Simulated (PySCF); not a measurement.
# One shape, several levels: CH6BFOSi (SMILES CB(F)O[SiH3])

Wanted: a comparison of 5 runs (HF/STO-3G, HF/3-21G, HF/6-311G**, B3LYP/6-31G*, M06-2X/6-31G**) of CH6BFOSi. Input form: a Python script.

The results are computed with PySCF 2.14.0.

## 1. The molecule

CH6BFOSi: 11 atoms, total charge 0, spin state singlet. As SMILES, `CB(F)O[SiH3]`. The coordinates come from a PBE0-D4/def2-TZVP relaxation. This is one conformer, not always the lowest.

Bond lengths: C1–B2 1.559 Å, B2–F3 1.342 Å, B2–O4 1.351 Å, O4–Si5 1.659 Å, C1–H6 1.094 Å, C1–H7 1.094 Å, C1–H8 1.089 Å, Si5–H9 1.483 Å, Si5–H10 1.481 Å, Si5–H11 1.484 Å. Some angles: C1–B2–F3 119.1°, C1–B2–O4 123.2°, F3–B2–O4 117.6°, B2–O4–Si5 131.9°, B2–C1–H6 110.2°, B2–C1–H7 110.2°, B2–C1–H8 112.7°, O4–Si5–H9 110.2°, O4–Si5–H10 106.4°, O4–Si5–H11 110.2°.

## 2. Energy and gradient at HF/STO-3G (run 1)

run.py

```python
import pyscf.grad
from pyscf import gto

mol = gto.Mole()
mol.atom = [
    ('C', (-1.618300, -0.243100, 1.266300)),
    ('B', (-0.210500, 0.018700, 0.649000)),
    ('F', (0.806500, 0.353100, 1.459000)),
    ('O', (0.047000, -0.073700, -0.674200)),
    ('Si', (1.437400, 0.154100, -1.549800)),
    ('H', (-1.960900, 0.639800, 1.814600)),
    ('H', (-1.563600, -1.051600, 2.001700)),
    ('H', (-2.364700, -0.501800, 0.516300)),
    ('H', (1.923200, 1.546400, -1.388000)),
    ('H', (1.085300, -0.098500, -2.965700)),
    ('H', (2.484000, -0.800400, -1.108800)),
]
mol.charge = 0
mol.verbose = 4
mol.basis = 'sto-3g'
mol.max_memory = 1860
mol.build()

mf = mol.RHF()
mf.conv_tol = 1e-10
mf.kernel()
if not mf.converged:
    mf = mf.newton().run(mf.mo_coeff, mf.mo_occ)

e_tot = mf.e_tot
print('E = %.10f Eh' % e_tot)
grad = mf.Gradients().kernel()
dip = mf.dip_moment()
pop, q = mf.mulliken_pop()
```

On the command line:

```
$ OMP_NUM_THREADS=1 python run.py
```

Log:

```text
PySCF version 2.14.0

[... 65 lines left out ...]
converged SCF energy = -522.914558583701
[... 12 lines left out ...]
Dipole moment(X, Y, Z, Debye):  0.65413,  0.05261, -0.87819
[... 47 lines left out ...]
charge of   10H =     -0.15770
```

It took 2.3 s on 1 thread of Intel Xeon at 2.70GHz, shared host; peak memory 0.12 GiB.

## 3. Energy and forces at HF/3-21G (run 2)

input.xyz

```xyz
11
CH6BFOSi
C     -1.618300    -0.243100     1.266300
B     -0.210500     0.018700     0.649000
F      0.806500     0.353100     1.459000
O      0.047000    -0.073700    -0.674200
Si     1.437400     0.154100    -1.549800
H     -1.960900     0.639800     1.814600
H     -1.563600    -1.051600     2.001700
H     -2.364700    -0.501800     0.516300
H      1.923200     1.546400    -1.388000
H      1.085300    -0.098500    -2.965700
H      2.484000    -0.800400    -1.108800
```

calc.py

```python
from pyscf import gto

mol = gto.Mole()
mol.atom = 'input.xyz'
mol.basis = '3-21g'
mol.spin = 0
mol.max_memory = 1860
mol.verbose = 4
mol.build()

calc0 = mol.RHF()
calc0.conv_tol = 1e-10
calc0.kernel()
if not calc0.converged:
    calc0 = calc0.newton().run(calc0.mo_coeff, calc0.mo_occ)

e_tot = calc0.e_tot
print(f'total energy: {e_tot:.8f} hartree')
grad = calc0.nuc_grad_method().kernel()
dip = calc0.dip_moment()
pop, q = calc0.mulliken_pop()
```

On the command line:

```
$ OMP_NUM_THREADS=1 python calc.py
```

Log:

```text
PySCF version 2.14.0

[... 65 lines left out ...]
converged SCF energy = -526.617878464558
total energy: -526.61787846 hartree
[... 11 lines left out ...]
Dipole moment(X, Y, Z, Debye):  0.06133, -0.06158, -0.64790
[... 73 lines left out ...]
charge of   10H =     -0.21585
```

Run time: 2.6 s. Hardware: 1 thread of Intel Xeon at 2.70GHz, shared host; peak memory 0.13 GiB.

Runs 3 to 4 aren't shown in full; the table further down has their settings and results.

## 4. Energy and gradient at M06-2X/6-31G(d,p) (spherical functions) (run 5)

job.py

```python
import pyscf.grad
from pyscf import gto, dft

system = gto.Mole()
system.atom = '''
C       -1.618300      -0.243100       1.266300
B       -0.210500       0.018700       0.649000
F        0.806500       0.353100       1.459000
O        0.047000      -0.073700      -0.674200
Si       1.437400       0.154100      -1.549800
H       -1.960900       0.639800       1.814600
H       -1.563600      -1.051600       2.001700
H       -2.364700      -0.501800       0.516300
H        1.923200       1.546400      -1.388000
H        1.085300      -0.098500      -2.965700
H        2.484000      -0.800400      -1.108800
'''
system.verbose = 3
system.max_memory = 1860
system.spin = 0
system.basis = '6-31g**'
system.build()

mf = dft.RKS(system)
mf.xc = 'm06-2x'
mf.conv_tol = 1e-10
mf.grids.level = 5
mf.kernel()
if not mf.converged:
    mf = mf.newton().run(mf.mo_coeff, mf.mo_occ)

energy = mf.e_tot
print(f'total energy: {energy:.8f} hartree')
grad = mf.Gradients().kernel()
dip = mf.dip_moment()
pop, q = mf.mulliken_pop()
```

On the command line:

```
$ OMP_NUM_THREADS=1 python job.py
```

Log:

```text
converged SCF energy = -531.141517223709
total energy: -531.14151722 hartree
[... 8 lines left out ...]
Dipole moment(X, Y, Z, Debye): -0.19090, -0.09496, -0.42118
[... 116 lines left out ...]
charge of   10H =     -0.11027
```

It took 96 s on 1 thread of Intel Xeon at 2.70GHz, shared host; peak memory 1 GiB.

## 5. The series

```
run                                 level  integration grid  energy (Eh)  dipole moment (D)  HOMO energy (eV)  LUMO energy (eV)  wall time
  1                             HF/STO-3G                 –  -522.914559               1.10             -9.75              9.39      2.3 s
  2                              HF/3-21G                 –  -526.617878               0.65            -12.71              4.16      2.6 s
  3                           HF/6-311G**                 –  -529.521100               0.62            -12.84              3.10       42 s
  4    B3LYP/6-31G* (spherical functions)                 5  -531.280506               0.43             -8.82              0.38       44 s
  5  M06-2X/6-31G** (spherical functions)                 5  -531.141517               0.47            -10.50              1.35       96 s
```

## 6. Results

```
                       quantity          value
            run 5: total energy  -531.14152 Eh
           run 5: dipole moment         0.47 D
             run 5: HOMO energy      -10.50 eV
             run 5: LUMO energy        1.35 eV
           run 5: HOMO–LUMO gap       11.85 eV
run 5: largest force on an atom     0.392 eV/Å
```

In words: The dipole moment (its size) runs from 0.43 D (B3LYP/6-31G*) to 1.10 D (HF/STO-3G). The two ends differ in method and basis. The HOMO–LUMO gap runs from 9.20 eV (B3LYP/6-31G*) to 19.14 eV (HF/STO-3G). Totals of different functionals can't be ranked against each other. In run 1 the basis is minimal, so the values are rough. All runs together took 3.1 min, the longest 96 s.
